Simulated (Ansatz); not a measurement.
**BaZnSbF: a short molecular-dynamics run**

A trajectory of BaZnSbF, a randomly packed cell with 8 atoms that was not relaxed first: 30 steps of 1 fs under a Langevin thermostat and barostat at 300 K and 1 GPa.

Program: Ansatz 0.2.0. Level of theory: DFT PBE, plane waves, PAW, scalar-relativistic, no spin polarisation. These are calculated values, not measurements.

### Step 1. Starting point

The cell holds 8 atoms (Ba2F2Sb2Zn2): a = 5.663 Å, b = 5.487 Å, c = 7.270 Å, α = 106.35°, β = 82.99°, γ = 68.04°.

As a file:

```cif
data_structure
_symmetry_space_group_name_H-M 'P 1'
_symmetry_Int_Tables_number 1
_cell_length_a 5.6633
_cell_length_b 5.4870
_cell_length_c 7.2705
_cell_angle_alpha 106.350
_cell_angle_beta 82.985
_cell_angle_gamma 68.036
_cell_volume 194.38
loop_
_atom_site_label
_atom_site_type_symbol
_atom_site_fract_x
_atom_site_fract_y
_atom_site_fract_z
_atom_site_occupancy
Ba1 Ba 0.63777 0.83968 0.37104 1
Ba2 Ba 0.75278 0.31348 0.79173 1
F1 F 0.53842 0.35452 0.23336 1
F2 F 0.27847 0.69780 0.21901 1
Zn1 Zn 0.47257 0.90184 0.79961 1
Zn2 Zn 0.12753 0.52075 0.57472 1
Sb1 Sb 0.17153 0.35819 0.06399 1
Sb2 Sb 0.94102 0.83017 0.96608 1
```

### Step 2. The run

The input, input.yaml:

```yaml
crystal:
  lattice:
    - [5.543415, 1.042018, -0.507438]
    - [0.981853, 5.163376, -1.575586]
    - [1.615734, -0.321349, 7.081381]
  atoms:
    - { symbol: Ba, position: [0.63777, 0.839681, 0.371036] }
    - { symbol: Ba, position: [0.752779, 0.313476, 0.791731] }
    - { symbol: F, position: [0.538422, 0.35452, 0.233359] }
    - { symbol: F, position: [0.278474, 0.697804, 0.219006] }
    - { symbol: Zn, position: [0.472569, 0.901843, 0.799606] }
    - { symbol: Zn, position: [0.127529, 0.520749, 0.574719] }
    - { symbol: Sb, position: [0.171527, 0.358186, 0.063988] }
    - { symbol: Sb, position: [0.941018, 0.83017, 0.966079] }
kpoints:
  mp_grid: { grid: [3, 3, 2] }
magnetization:
  spin_polarized: false
scf:
  occupations: { method: gaussian, width: 0.1 }
  algorithm: direct_min
  n_extra_bands: 2
hamiltonian:
  pseudopotentials: { kind: paw }
  xc: pbe
basis:
  ecutwfc: 420
  xc_grid: 2
md:
  timestep: 1.0
  n_steps: 30
  ensemble: npt_langevin
  temperature: 300.0
  initial_velocities: maxwell_boltzmann
  seed: 788762
  pressure: 1.0
```

Run with:

```console
ansatz run input.yaml --threads 2 --pin off --max-ram 2560MiB --backend cpu --events-out ev --progress --plain --runs-dir out
```

The log of the run, shortened:

```text
Warning: md: disabling space-group detection — thermal motion breaks the input geometry's symmetry, so no spatial operation reduces the k-mesh or symmetrises the density; time reversal is kept, so that k and −k are solved as one point where they differ and the mesh holds both, and exact [...]
Warning: RAYON_NUM_THREADS=2 ignored (pool sized by the plan → 2); use --threads N
scf.n_extra_bands = 2 over 44 filled bands (N_el = 88.0): the run solves 46 bands
[...]
Pseudopotentials: kind: paw
Pseudopotential: Ba, paw, valence charge 10, recommended cutoff 420 eV (normal), Ba.paw.azcp
Pseudopotential: F, paw, valence charge 7, recommended cutoff 420 eV (normal), F.paw.azcp
Pseudopotential: Zn, paw, valence charge 12, recommended cutoff 420 eV (normal), Zn.paw.azcp
Pseudopotential: Sb, paw, valence charge 15, recommended cutoff 420 eV (normal), Sb.paw.azcp
Functional definition: PBE
[...]
Crystal: 8 atoms, lattice volume = 194.378 Å³
Basis set: ecut = 420 eV (smoothed over ±3.0 %; plane waves to 437.0 eV, density to 1747.9 eV), 4047 PW (Γ), exchange–correlation on 80×80×100 points (8 copies of the dense FFT grid, shifted against one another)
Bands: 46, of which v1, the nominal top of the filled ones, is band 44 counted from 1 (43 counted from 0)
Symmetry: 1 space group operations
k-points: 10 of 18 (time reversal used)
[...]
SCF iter   1: F=—  HF=-33122.238356 eV  |F-HF|=—  |Δ(HF+E_count)|=         —  Δρ=4.77e-3  dr2=8.75e-2  ethr=1.77e-3  ⟨swp⟩=15.6  Hψ=2283  notcnv=1
[...]
md step     0: t =     0.00 fs  T =   262.5 K  F+E_penalty+E_count = -33122.23375900 eV  E_kin = 0.271446 eV  conserved = -33120.88533863 eV  P_inst = 9.4234 GPa  V = 194.3776 Å³  selection 1  (10 SCF iters)
[...]
md step     2: t =     2.00 fs  T =   239.6 K  F+E_penalty+E_count = -33122.26847302 eV  E_kin = 0.247757 eV  conserved = -33120.88550225 eV  P_inst = 9.2112 GPa  V = 194.8449 Å³  selection 1  (8 SCF iters)
[...]
md step     3: t =     3.00 fs  T =   258.3 K  F+E_penalty+E_count = -33122.33751565 eV  E_kin = 0.267127 eV  conserved = -33120.88576978 eV  P_inst = 8.9252 GPa  V = 195.5450 Å³  selection 1  (9 SCF iters)
```

### Step 3. The log goes on

The log, continued, shortened:

```text
md step     4: t =     4.00 fs  T =   282.1 K  F+E_penalty+E_count = -33122.43317679 eV  E_kin = 0.291670 eV  conserved = -33120.88603802 eV  P_inst = 8.5300 GPa  V = 196.5562 Å³  selection 1  (9 SCF iters)
[...]
md step    10: t =    10.00 fs  T =   653.4 K  F+E_penalty+E_count = -33123.25993730 eV  E_kin = 0.675713 eV  conserved = -33120.88796240 eV  P_inst = 4.9676 GPa  V = 207.6192 Å³  selection 2  (9 SCF iters)
[...]
md step    16: t =    16.00 fs  T =   909.8 K  F+E_penalty+E_count = -33123.83038777 eV  E_kin = 0.940755 eV  conserved = -33120.88783760 eV  P_inst = 1.3235 GPa  V = 224.6491 Å³  selection 3  (9 SCF iters)
[...]
md step    22: t =    22.00 fs  T =   890.4 K  F+E_penalty+E_count = -33123.94175237 eV  E_kin = 0.920699 eV  conserved = -33120.88706882 eV  P_inst = -1.0194 GPa  V = 241.6745 Å³  selection 4  (9 SCF iters)
[...]
  atom   6  Zn     0.10858468     0.02567740    -0.05809580
  atom   7  Sb     0.10134029     0.62070015    -0.14746771
  atom   8  Sb     0.41071340    -0.54914754    -0.26145736
[...]
--- Stress (GPa, compression-positive) ---
       -3.905955      -0.847553       0.284365
       -0.847553      -2.812193       1.859608
        0.284365       1.859609      -1.634827
  P = ⅓ Tr σ = -2.7843 GPa (-27.843 kbar)
--- Band table (eV; the first three rows and the last of 10) ---
[...]
--- MD trajectory: 30 steps, t = 0.0 → 30.0 fs ---
  final state: T = 844.5 K   F+E_penalty+E_count = -33123.87319040 eV   E_kin = 0.873265 eV
  conserved energy: peak-to-peak 1.476e-3 eV (1.844e-4 eV/atom) at the most on one of 5 selections of grids, which stood over 6.0 fs
  cell: V = 257.1076 Å³ at the end; means of 31 rows, the approach among them: V = 223.0403 Å³, P_inst = 2.7396 GPa
  mean static stress (GPa): xx 0.1945  yy 3.5439  zz 3.4699  yz 1.4416  xz 0.7709  xy -3.1884
  the result is of one more SCF, on plane waves selected at the last cell: its energy does not rank with the rows'
```

Wall time 16 min (2 threads of Arm Neoverse V1, shared host); peak memory 0.73 GiB.

### Step 4. What the atoms did

One step in 2; energies are changes from step 0; msd is the mean square displacement from the start, the centre of mass held:

| time (fs) | T (K) | potential energy change (meV/atom) | conserved energy change (meV/atom) | volume (Å³/atom) | pressure (GPa) | msd F (Å²) | msd Zn (Å²) | msd Ba (Å²) | msd Sb (Å²) |
| --- | --- | --- | --- | --- | --- | --- | --- | --- | --- |
| 0.0 | 262 | 0.0 | 0.00 | 24.30 | 9.4 | 0.000 | 0.000 | 0.000 | 0.000 |
| 2.0 | 240 | -4.3 | -0.02 | 24.36 | 9.2 | 0.000 | 0.000 | 0.000 | 0.000 |
| 4.0 | 282 | -24.9 | -0.09 | 24.57 | 8.5 | 0.000 | 0.000 | 0.000 | 0.000 |
| 6.0 | 401 | -55.9 | -0.18 | 24.91 | 7.5 | 0.001 | 0.000 | 0.000 | 0.000 |
| 8.0 | 508 | -92.6 | -0.27 | 25.38 | 6.3 | 0.004 | 0.001 | 0.000 | 0.000 |
| 10.0 | 653 | -128.3 | -0.33 | 25.95 | 5.0 | 0.008 | 0.001 | 0.001 | 0.000 |
| 12.0 | 779 | -159.5 | -0.35 | 26.61 | 3.7 | 0.014 | 0.001 | 0.001 | 0.000 |
| 14.0 | 828 | -183.3 | -0.34 | 27.33 | 2.4 | 0.024 | 0.002 | 0.001 | 0.001 |
| 16.0 | 910 | -199.6 | -0.31 | 28.08 | 1.3 | 0.036 | 0.003 | 0.002 | 0.001 |
| 18.0 | 876 | -209.0 | -0.27 | 28.82 | 0.4 | 0.051 | 0.003 | 0.003 | 0.001 |
| 20.0 | 930 | -213.1 | -0.25 | 29.53 | -0.4 | 0.068 | 0.004 | 0.003 | 0.001 |
| 22.0 | 890 | -213.5 | -0.22 | 30.21 | -1.0 | 0.087 | 0.005 | 0.004 | 0.001 |
| 24.0 | 882 | -211.2 | -0.20 | 30.85 | -1.5 | 0.109 | 0.006 | 0.005 | 0.001 |
| 26.0 | 887 | -207.9 | -0.17 | 31.40 | -1.9 | 0.133 | 0.007 | 0.005 | 0.002 |
| 28.0 | 882 | -205.7 | -0.15 | 31.83 | -2.2 | 0.160 | 0.008 | 0.006 | 0.002 |
| 30.0 | 844 | -204.9 | -0.13 | 32.14 | -2.4 | 0.189 | 0.008 | 0.007 | 0.002 |

time (fs), T (K) and a bar:
```
      0.0        262 #
      1.0        240 
      3.0        258 #
      4.0        282 ##
      5.0        355 #####
      7.0        473 ##########
      8.0        508 ############
      9.0        564 ##############
     10.0        653 ##################
     12.0        779 #######################
     13.0        788 ########################
     14.0        828 ##########################
     16.0        910 #############################
     17.0        910 #############################
     18.0        876 ############################
     20.0        930 ##############################
     21.0        894 ############################
     22.0        890 ############################
     23.0        885 ############################
     25.0        876 ############################
     26.0        887 ############################
     27.0        868 ###########################
     29.0        885 ############################
     30.0        844 ##########################
```

### Step 5. Snapshots as a file

Extended XYZ, with forces in eV/Å:

```xyz
8
Lattice="5.564 1.046 -0.509 0.986 5.183 -1.581 1.622 -0.323 7.108" Properties=species:S:1:pos:R:3:forces:R:3 pbc="T T T" time_fs=4.0 T=282 dE=-0.1994
Ba    4.976    4.902    0.983   -1.682   -0.308   -0.580
Ba    5.781    2.154    4.735   -0.567   -0.159   -0.229
F     3.728    2.306    0.810    2.517   -2.614    1.201
F     2.592    3.848    0.318   -1.741    3.299   -0.689
Zn    4.823    4.906    4.024   -0.034   -0.570   -0.179
Zn    2.157    2.645    3.211    0.144   -0.145   -0.554
Sb    1.411    2.015   -0.197    0.962    0.126    1.505
Sb    7.618    4.981    5.080    0.401    0.372   -0.474
8
Lattice="5.625 1.057 -0.515 0.996 5.239 -1.599 1.639 -0.326 7.185" Properties=species:S:1:pos:R:3:forces:R:3 pbc="T T T" time_fs=8.0 T=508 dE=-0.7407
Ba    5.027    4.959    0.991   -1.643   -0.403   -0.639
Ba    5.843    2.174    4.773   -0.496   -0.156   -0.092
F     3.790    2.288    0.820    1.789   -1.781    0.904
F     2.609    3.921    0.322   -1.094    2.383   -0.393
Zn    4.885    4.953    4.074   -0.035   -0.405   -0.153
Zn    2.182    2.673    3.259    0.127   -0.116   -0.490
Sb    1.426    2.034   -0.195    0.938    0.306    1.278
Sb    7.698    5.042    5.140    0.412    0.172   -0.414
8
Lattice="5.690 1.070 -0.521 1.008 5.300 -1.617 1.658 -0.330 7.268" Properties=species:S:1:pos:R:3:forces:R:3 pbc="T T T" time_fs=11.0 T=742 dE=-1.1577
Ba    5.081    5.019    1.001   -1.589   -0.477   -0.704
Ba    5.909    2.197    4.818   -0.427   -0.146    0.031
F     3.858    2.273    0.840    1.247   -1.147    0.705
F     2.621    4.002    0.328   -0.596    1.676   -0.174
Zn    4.947    5.005    4.126   -0.033   -0.253   -0.123
Zn    2.208    2.702    3.306    0.112   -0.091   -0.418
Sb    1.444    2.055   -0.193    0.868    0.445    1.051
Sb    7.786    5.105    5.201    0.418   -0.008   -0.368
8
Lattice="5.791 1.089 -0.530 1.026 5.394 -1.646 1.688 -0.336 7.398" Properties=species:S:1:pos:R:3:forces:R:3 pbc="T T T" time_fs=15.0 T=879 dE=-1.5390
Ba    5.164    5.110    1.015   -1.507   -0.544   -0.802
Ba    6.013    2.234    4.891   -0.327   -0.128    0.200
F     3.963    2.251    0.871    0.732   -0.570    0.541
F     2.642    4.133    0.333   -0.098    0.994    0.043
Zn    5.042    5.088    4.207   -0.032   -0.060   -0.080
Zn    2.247    2.746    3.378    0.099   -0.057   -0.312
Sb    1.473    2.089   -0.190    0.713    0.588    0.724
Sb    7.924    5.202    5.296    0.420   -0.224   -0.314
8
Lattice="5.892 1.108 -0.539 1.044 5.488 -1.675 1.717 -0.342 7.527" Properties=species:S:1:pos:R:3:forces:R:3 pbc="T T T" time_fs=19.0 T=871 dE=-1.6926
Ba    5.246    5.201    1.027   -1.436   -0.557   -0.876
Ba    6.115    2.271    4.962   -0.231   -0.107    0.339
F     4.070    2.228    0.910    0.461   -0.304    0.487
F     2.663    4.270    0.336    0.195    0.621    0.173
Zn    5.138    5.172    4.288   -0.037    0.099   -0.041
Zn    2.287    2.787    3.452    0.097   -0.029   -0.219
Sb    1.502    2.125   -0.185    0.535    0.650    0.415
Sb    8.064    5.299    5.389    0.416   -0.374   -0.278
8
Lattice="5.961 1.120 -0.546 1.056 5.552 -1.694 1.737 -0.346 7.615" Properties=species:S:1:pos:R:3:forces:R:3 pbc="T T T" time_fs=22.0 T=890 dE=-1.7080
Ba    5.302    5.264    1.034   -1.390   -0.539   -0.924
Ba    6.182    2.296    5.012   -0.166   -0.086    0.415
F     4.151    2.210    0.943    0.356   -0.227    0.489
F     2.676    4.368    0.338    0.330    0.466    0.237
Zn    5.207    5.230    4.344   -0.043    0.192   -0.013
Zn    2.312    2.814    3.503    0.097   -0.013   -0.160
Sb    1.522    2.152   -0.179    0.401    0.662    0.215
Sb    8.160    5.366    5.453    0.413   -0.454   -0.258
8
Lattice="6.038 1.135 -0.553 1.070 5.624 -1.716 1.760 -0.350 7.714" Properties=species:S:1:pos:R:3:forces:R:3 pbc="T T T" time_fs=26.0 T=887 dE=-1.6635
Ba    5.362    5.337    1.042   -1.331   -0.486   -0.980
Ba    6.257    2.324    5.068   -0.093   -0.069    0.488
F     4.251    2.180    0.992    0.281   -0.219    0.527
F     2.688    4.484    0.337    0.450    0.349    0.295
Zn    5.282    5.294    4.408   -0.051    0.287    0.016
Zn    2.340    2.842    3.560    0.101    0.007   -0.096
Sb    1.544    2.183   -0.172    0.238    0.651    0.000
Sb    8.270    5.441    5.526    0.405   -0.519   -0.250
8
Lattice="6.085 1.144 -0.557 1.078 5.668 -1.730 1.774 -0.353 7.773" Properties=species:S:1:pos:R:3:forces:R:3 pbc="T T T" time_fs=30.0 T=844 dE=-1.6394
Ba    5.395    5.381    1.043   -1.295   -0.408   -1.006
Ba    6.298    2.341    5.099   -0.045   -0.070    0.520
F     4.328    2.136    1.039    0.246   -0.261    0.584
F     2.689    4.578    0.336    0.534    0.299    0.339
Zn    5.328    5.331    4.449   -0.062    0.342    0.030
Zn    2.359    2.858    3.597    0.109    0.026   -0.058
Sb    1.558    2.203   -0.164    0.101    0.621   -0.147
Sb    8.339    5.486    5.571    0.411   -0.549   -0.261
```

### Step 6. What came out

| quantity | value |
| --- | --- |
| length | 30 steps of 1 fs |
| temperature, first and last step | 262 and 844 K |
| temperature, second half | mean 886 K, from 844 to 930 K |
| potential energy, second half | -208 meV/atom from the start |
| largest change of the conserved energy | 0.35 meV/atom |
| volume, first and last step | 24.30 and 32.14 Å³/atom |
| mean square displacement, second half | F 0.099, Zn 0.005, Ba 0.004, Sb 0.001 Å² |

Against a set 300 K the second half averages 886 K with a spread of 19 K (in equilibrium 8 atoms would scatter by about 87 K, over a far longer run). The conserved energy strays from its start by at most 0.35 meV/atom, 0.4 % of the mean kinetic energy, so a step of 1 fs is short enough over this time. Over the second half F atoms stand 0.3 Å (root mean square) from where they began, and the farthest move is 0.5 Å. The volume changes by +32.3 % from first to last step, and is still moving at the end, so it is no equilibrium value. Settings off the usual here: basis.xc_grid, scf.algorithm, scf.n_extra_bands. A run of 30 fs with 8 atoms shows the motion but fixes no equilibrium value. The k-mesh is coarse.
